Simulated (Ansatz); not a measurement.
# Bi3S: the cost of one run

Program: Ansatz 0.2.0. Level of theory: DFT PBE, scalar-relativistic, plane waves, PAW. These are calculated values, not measurements.

1 further run of the same task is left out (it didn't finish).

### Step 1. The system as given

The structure is hexagonal, space group P-6m2 (No. 187). Conventional cell: a = 3.823 Å, b = 3.823 Å, c = 12.300 Å, α = 90.00°, β = 90.00°, γ = 120.00°. Bi (site symmetry -6m2) has 12 Bi at 3.82 to 3.86 Å in its first shell of neighbours. Bi (site symmetry 3m) is surrounded by 3 S at 3.71 Å and 9 Bi at 3.82 to 3.86 Å. S (site symmetry -6m2) is surrounded by 6 Bi at 3.71 Å.

Coordinates:

```cif
data_structure
_symmetry_space_group_name_H-M 'P 1'
_symmetry_Int_Tables_number 1
_cell_length_a 3.8232
_cell_length_b 3.8232
_cell_length_c 12.2996
_cell_angle_alpha 90.000
_cell_angle_beta 90.000
_cell_angle_gamma 120.000
_cell_volume 155.69
loop_
_atom_site_label
_atom_site_type_symbol
_atom_site_fract_x
_atom_site_fract_y
_atom_site_fract_z
_atom_site_occupancy
Bi1 Bi 0.66667 0.33333 0.00000 1
Bi2 Bi 0.00000 0.00000 0.74257 1
Bi3 Bi 0.00000 0.00000 0.25743 1
S1 S 0.66667 0.33333 0.50000 1
```

The cell is invented: species swapped into a database cell of LiMg3 (P-6m2, No. 187), with S on the Li sites and Bi on the Mg sites. The dimensions are guesses.

### Step 2. A first look at the guess

Input file input.yaml:

```yaml
crystal:
  lattice:
    - [3.82316998, 0.0, 0.0]
    - [-1.91158499, 3.31096233, 0.0]
    - [0.0, 0.0, 12.29957504]
  atoms:
    - { symbol: Bi, position: [0.66666667, 0.33333333, 0.0] }
    - { symbol: Bi, position: [0.0, 0.0, 0.7425651] }
    - { symbol: Bi, position: [0.0, 0.0, 0.2574349] }
    - { symbol: S, position: [0.66666667, 0.33333333, 0.5] }
basis:
  ecutwfc: 420
kpoints:
  mp_grid: { grid: [6, 6, 2] }
hamiltonian:
  xc: pbe
scf:
  occupations: { method: gaussian, width: 0.1 }
  lower_state_search: "off"
output:
  forces: true
  stress: true
  eigenvalues: true
```

Run with:

```
$ ansatz run input.yaml --threads 1 --pin off --max-ram 2560MiB --backend cpu --events-out ev --progress --plain --runs-dir out
```

**Question.** How long does this run take on 1 thread of AMD EPYC (Zen 3), shared host, and how much memory does it need?

About 11 s, with a peak of 0.38 GiB.
